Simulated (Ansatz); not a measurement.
**ScZn: a single-point run**

The task is a single-point run on ScZn. The structure is shown as the input types it.

Program: Ansatz 0.2.0. Level of theory: DFT, PBEsol, norm-conserving pseudopotentials, Ansatz's default files, scalar-relativistic. These are calculated values, not measurements.

**1. The system as given**

It takes space group R3m (No. 160, trigonal). Conventional cell: a = 4.715 Å, b = 4.715 Å, c = 5.775 Å, α = 90.00°, β = 90.00°, γ = 120.00°. Around Sc (site symmetry 3m) lie 4 Zn at 2.60 to 2.80 Å. Zn (site symmetry 3m) has 4 Sc at 2.60 to 2.80 Å as nearest neighbours.

As a file:

```
CELL_PARAMETERS angstrom
3.33402 0.00000 0.00000
0.00000 3.33402 0.00000
0.00000 0.00000 3.33402
ATOMIC_POSITIONS crystal
Sc 0.02500 0.02500 0.02500
Zn 0.47500 0.47500 0.47500
```

**2. Running it**

The input, input.yaml:

```yaml
crystal:
  lattice:
    - [3.33401869, 0.0, 0.0]
    - [0.0, 3.33401869, 0.0]
    - [0.0, 0.0, 3.33401869]
  atoms:
    - { symbol: Sc, position: [0.025, 0.025, 0.025] }
    - { symbol: Zn, position: [0.475, 0.475, 0.475] }
kpoints:
  mp_grid: { grid: [9, 9, 9] }
scf:
  occupations: { method: fermi_dirac, width: 0.05 }
  max_iter: 50
hamiltonian:
  xc: pbesol
  pseudopotentials: { kind: nc }
output:
  forces: true
  stress: true
  eigenvalues: true
  populations: true
basis:
  ENCUT: 400
```

On the command line:

```bash
> ansatz run input.yaml --threads 1 --pin off --max-ram 2048MiB --backend cpu --events-out ev --progress --plain --runs-dir out
```

Q: Will this input give a usable result? If not, why, and what should change?

Nothing was computed: the input was turned down at the start. The line that matters: «line 23 column 3: unknown field `ENCUT`, expected one of ecutwfc, ecutrho_ratio, smooth_cutoff_half_width, xc_grid, low_memory, ...»

In the input, basis.ENCUT is 400. The input holds a keyword that this program doesn't have at that place; such names come from other codes or other sections.

What to do: delete basis.ENCUT.
